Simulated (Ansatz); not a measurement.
This script drives Ansatz 0.2.0, Python API.

Script `gep.py`:
```python
"""GeP with and without the spin-free two-component Hamiltonian."""

import warnings

import ansatz as az
from ase import Atoms
import numpy as np


def main() -> None:
    warnings.simplefilter("ignore", az.DeckWarning)

    atoms = Atoms(["Ge", "P"], positions=[
        (0.0, 0.0, 0.0),
        (0.0, 0.0, 2.225),
    ])
    mol = az.Crystal.molecule_from_ase(atoms)

    setup = mol.calculation()
    setup = setup.functional("pbe")
    setup = setup.spin("collinear", total=1)
    setup = setup.forces()
    # a set contracted for a scalar-relativistic Hamiltonian goes with the relativistic run
    sets = {"none": "cc-pVTZ", "scalar": "cc-pVTZ-DK"}
    found = {kind: setup.basis(gaussian=basis).pseudopotentials(relativity=kind).run(threads=1).report for kind, basis in sets.items()}
    for kind, each in found.items():
        dipole = 4.803205 * np.linalg.norm(each["charge_distribution"]["dipole_moment_e_ang"])
        print(f"{kind:7s} E = {each['free_energy_ev']:.4f} eV  dipole {dipole:.3f} D  largest force component {np.abs(each['forces_ev_ang']).max():.4f} eV/A")
    print(f"relativity lowers the total energy by {found['none']['free_energy_ev'] - found['scalar']['free_energy_ev']:.3f} eV")


if __name__ == "__main__":
    main()
```

It is started by `python gep.py`. Estimate its wall time and peak memory on 1 thread of Arm Neoverse V1, with other jobs on the host.

It took about 23 s, with a peak of 0.2 GiB, for 2 runs of the engine.

Output of `python gep.py`:
```text
none    E = -65793.9032 eV  dipole 1.298 D  largest force component 0.7947 eV/A
scalar  E = -66409.6908 eV  dipole 1.373 D  largest force component 0.8318 eV/A
relativity lowers the total energy by 615.788 eV
```

The total moves by -615.8 eV, nearly all in the cores, and the dipole from 1.30 to 1.37 D.

Total energies depend on the basis set; only differences at equal settings carry meaning. The geometry is a force-field or estimated start, not a minimum of this method. The basis set changes with the Hamiltonian (a set recontracted for scalar relativity), and most of the change in the total lies in the cores. The species is open-shell (spin multiplicity 2). The spin state was assumed, and another may lie lower.
